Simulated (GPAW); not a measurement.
Ge3Pd:

```
Pd Ge
1.0
     4.14202    0.00000    0.00000
     0.00000    4.14202    0.00000
     0.00000    0.00000    4.14202
Pd Ge
1 3
Cartesian
  0.0000 0.0000 0.0000
  2.0710 2.0710 0.0000
  2.0710 0.0000 2.0710
  0.0000 2.0710 2.0710
```

The cell comes from a database or a generator and needn't be the stable form of this composition.

Base run:

```yaml
Program: GPAW 26.7.0
Functional: PBE
Potentials_or_basis: GPAW PAW data sets (gpaw-data 1.2.1)
Cutoff: 600 eV
Basis: pw
k_mesh: 7 × 7 × 7
Occupations: fermi-dirac, width 0.05 eV
Spin: no spin polarisation
```

Its results: pressure -0.3 GPa.

The run is repeated on the same cell with these changes: functional from PBE to r2SCAN. What comes out?

Pressure -3.0 GPa.

Caveats: the PAW data sets were made with another functional, which shifts forces and pressure a little (some runs).
